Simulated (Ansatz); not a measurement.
# C₄H₃F₃: one species, many methods

The task here is to estimate one member of a computed series from the others.

Program: Ansatz 0.2.0, Gaussian basis. Level of theory: functionals in def2-TZVPP, the program's frozen cores in correlated methods. These are calculated values, not measurements.

Plan: LDA (SPW92), PBE-D4, revPBE-D4, BLYP-D4, r2SCAN-D4, B97M-V, PBE0-D4, B3LYP-D4, r2SCANh-D4, r2SCAN0-D4, HSE06-D4, BHLYP-D4, CAM-B3LYP-D4, LC-ωPBE, ωB97X-V, ωB97M-V, B2PLYP, PBE-QIDH; CCSD(T)/def2-SVP; CCSD(T)/def2-TZVPP; MP2/def2-QZVPP; extrapolation to the limit; RPA on PBE.

## The relaxed structure

The geometry comes from an earlier relaxation with PBE0-D4 in a triple-zeta def2 set; it is a stationary point, not always the lowest conformer.

SMILES `C=C(F)/C(F)=C/F`, 10 atoms, charge 0, spin multiplicity 1.

Atoms are counted from 1 here; the program's logs count them from 0.

Bond lengths: C1–C2 1.323 Å, C1–H8 1.081 Å, C1–H9 1.080 Å, C2–F3 1.341 Å, C2–C4 1.451 Å, C4–F5 1.331 Å, C4–C6 1.330 Å, C6–F7 1.325 Å, C6–H10 1.080 Å. Angles: C2–C1–H8 120.5°, C2–C1–H9 119.7°, H8–C1–H9 119.7°, C1–C2–F3 121.1°, C1–C2–C4 126.3°, F3–C2–C4 112.6°, C2–C4–F5 115.0°, C2–C4–C6 124.3°, F5–C4–C6 120.7°, C4–C6–F7 121.4°, C4–C6–H10 123.2°, F7–C6–H10 115.4°.

Set-up of the first run:

File in.yaml:

```yaml
crystal:
  periodic: [false, false, false]
  atoms:
    - {symbol: C, position_ang: [0.886357, -0.382499, -1.613640]}
    - {symbol: C, position_ang: [0.028617, -0.439855, -0.607685]}
    - {symbol: F, position_ang: [-0.954525, -1.350960, -0.587038]}
    - {symbol: C, position_ang: [0.016894, 0.420785, 0.559956]}
    - {symbol: F, position_ang: [0.975105, 1.344845, 0.587958]}
    - {symbol: C, position_ang: [-0.865862, 0.328167, 1.550305]}
    - {symbol: F, position_ang: [-0.823694, 1.146057, 2.592428]}
    - {symbol: H, position_ang: [0.809158, -1.073209, -2.441470]}
    - {symbol: H, position_ang: [1.669678, 0.360410, -1.607397]}
    - {symbol: H, position_ang: [-1.658730, -0.404941, 1.569483]}
basis:
  gaussian: {orbitals: def2-TZVPP}
hamiltonian: {xc: lda}
output: {orbitals: {seedname: orbitals}}
```

Steps of the session up to this table: LDA; PBE-D4 (GGA); revPBE-D4 (GGA); BLYP-D4 (GGA); r2SCAN-D4 (meta-GGA); B97M-V (meta-GGA); PBE0-D4 (hybrid); B3LYP-D4 (hybrid); r2SCANh-D4 (hybrid); r2SCAN0-D4 (hybrid); HSE06-D4 (hybrid); BHLYP-D4 (hybrid); CAM-B3LYP-D4 (range-separated); LC-ωPBE-D4 (range-separated; the results give it without D4); ωB97X-V (range-separated); ωB97M-V (range-separated); B2PLYP (double hybrid); PBE-QIDH (double hybrid).

One of the session's tables, all rows but one given; the rest of the session is left out.

It belongs to the step «Orbital energies across the functionals». 

```
  functional  HOMO (eV)  gap (eV)
 LDA (SPW92)          ?         ?
      PBE-D4      -6.01      3.97
   revPBE-D4      -5.92      3.98
     BLYP-D4      -5.88      3.95
   r2SCAN-D4      -6.22      4.30
      B97M-V      -6.24      4.41
     PBE0-D4      -7.16      5.98
    B3LYP-D4      -6.97      5.56
  r2SCANh-D4      -6.65      5.05
  r2SCAN0-D4      -7.30      6.19
    HSE06-D4      -6.76      5.21
    BHLYP-D4      -8.18      8.01
CAM-B3LYP-D4      -8.46      8.35
     LC-ωPBE      -9.75     10.77
     ωB97X-V      -9.36     10.36
     ωB97M-V      -9.27     10.19
```

Q: Estimate the row for LDA (SPW92) from the others.

The run gave: HOMO (eV): -6.24; gap (eV): 3.93.
